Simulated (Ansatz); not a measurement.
# ClFH4MgO2: the cost of one run

Method: RKS r2SCANh-D4/def2-SVP, in Ansatz 0.2.0.

### 1 The structure to begin with

Bond lengths: Mg1–O2 2.418 Å, Mg1–Cl3 2.128 Å, Mg1–F5 2.348 Å, Mg1–O7 2.268 Å, O2–H8 0.957 Å, O7–H9 0.962 Å. Angles: Mg1–O2–H8 115.4°, O2–Mg1–Cl3 125.0°, O2–Mg1–F5 94.7°, O2–Mg1–O7 64.7°, Cl3–Mg1–F5 127.7°, Cl3–Mg1–O7 158.7°, F5–Mg1–O7 63.9°, Mg1–O7–H9 175.4°.

Coordinates:

```xyz
9

Mg   -0.5366   -1.1214   -0.2373
O     0.2147    0.1384    1.6845
Cl   -1.1590   -3.1556   -0.1973
H    -0.4698    0.8834   -1.0211
F    -1.6336    0.6947   -1.2429
H     0.5919    0.6025    0.5623
O     0.7497    0.6863   -0.7059
H     0.9994   -0.2006    2.1156
H     1.2434    1.4723   -0.9579
```

### 2 Pulling towards end A

Springs on the bonds that form and break draw the guess towards this end; the thresholds are loose.

input.yaml

```yaml
crystal:
  periodic: [false, false, false]
  atoms:
    - { symbol: Mg, position_ang: [-0.5366, -1.1214, -0.2373] }
    - { symbol: O, position_ang: [0.2147, 0.1384, 1.6845] }
    - { symbol: Cl, position_ang: [-1.159, -3.1556, -0.1973] }
    - { symbol: H, position_ang: [-0.4698, 0.8834, -1.0211] }
    - { symbol: F, position_ang: [-1.6336, 0.6947, -1.2429] }
    - { symbol: H, position_ang: [0.5919, 0.6025, 0.5623] }
    - { symbol: O, position_ang: [0.7497, 0.6863, -0.7059] }
    - { symbol: H, position_ang: [0.9994, -0.2006, 2.1156] }
    - { symbol: H, position_ang: [1.2434, 1.4723, -0.9579] }
basis:
  gaussian: { orbitals: def2-SVP }
hamiltonian:
  xc: r2scanh
  dispersion: d4
relax:
  f_tol: 0.15
  max_steps: 25
  restrain:
    - { distance: [0, 4], at: 3.28, k: 30.0 }
    - { distance: [3, 6], at: 2.27, k: 30.0 }
    - { distance: [5, 1], at: 2.27, k: 30.0 }
    - { distance: [0, 1], at: 2.07, k: 30.0 }
    - { distance: [3, 4], at: 0.88, k: 30.0 }
    - { distance: [5, 6], at: 0.97, k: 30.0 }
output:
  orbitals: {}
```

Run with:

```
ansatz run input.yaml --threads 2 --pin off --max-ram 3072MiB --backend cpu --events-out ev --progress --plain --runs-dir out
```

**Question.** How long does this run take on 2 threads of Intel Xeon Platinum 8259CL at 2.50GHz (Skylake/Cascade Lake), shared host, and how much memory does it need?

About 68 s, with a peak of 0.25 GiB.
